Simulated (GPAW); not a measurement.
Input of a GPAW 26.7.0 run:

File run.py:

```python
from ase.dft.bandgap import bandgap
from ase.io import read, write
from gpaw import GPAW, PW, setup_paths
from gpaw.response.df import DielectricFunction

setup_paths.insert(0, '.')

atoms = read('POSCAR')

calc = GPAW(mode=PW(400),
            xc='PBEsol',
            kpts={'size': (6, 6, 6), 'gamma': True},
            occupations={'name': 'fermi-dirac', 'width': 0.001},
            nbands=39,
            convergence={'density': 1e-06},
            maxiter=150,
            txt='gpaw.txt')
atoms.calc = calc
energy = atoms.get_potential_energy()
calc.write('gs.gpw')
write('result.traj', atoms)
print(f'Energy: {energy:.6f} eV')
print('Fermi level:', round(calc.get_fermi_level(), 4), 'eV')
print(f'Gap: {bandgap(calc)[0]:.4f} eV, direct: {bandgap(calc, direct=True)[0]:.4f} eV')

dense = calc.fixed_density(kpts={'size': (6, 6, 6), 'gamma': True},
                           nbands=70, convergence={'bands': 64, 'eigenstates': 1e-7},
                           update_fermi_level=True, txt='dense.txt')
dense.write('dense.gpw', mode='all')

df = DielectricFunction('dense.gpw', frequencies={'type': 'nonlinear', 'domega0': 0.05, 'omega2': 10},
                        eta=0.1, ecut=50, nbands=64, intraband=False, txt='df.txt')
for direction in ['x', 'z']:
    df.get_dielectric_function(xc='RPA', direction=direction, filename=f'df_{direction}.csv')
    e0, e = df.get_macroscopic_dielectric_constant(xc='RPA', direction=direction)
    print(f'{direction}: static eps {e0:.4f} without, {e:.4f} with local fields')
```

POSCAR

```
Bi2Te3
1.0
    2.1930000000      1.2661291403     10.1656666667
   -2.1930000000      1.2661291403     10.1656666667
    0.0000000000     -2.5322582807     10.1656666667
Bi Te
2 3
Direct
    0.6000000000      0.6000000000      0.6000000000
    0.4000000000      0.4000000000      0.4000000000
    0.7905000000      0.7905000000      0.7905000000
    0.2095000000      0.2095000000      0.2095000000
    0.0000000000      0.0000000000      0.0000000000
```

Potentials or basis: PAW data sets generated in the run's folder for this functional, pw.

Command:

```bash
$ gpaw-setup -f PBEsol Bi Te
$ OMP_NUM_THREADS=1 python run.py
```

(1) Estimate the band gap on the k mesh.

Answers

(1) 0.21 eV, direct.

Caveat: with so narrow a direct gap the onset needs a denser k mesh; the long-wavelength limit can be off by a per cent or two; spectra need much finer meshes, so this one isn't converged; independent-particle spectra lack excitons; spin-orbit coupling is left out, which as a rule narrows the gap of such compounds by several tenths of an eV; the program warned that so skewed a cell can give wrong results.
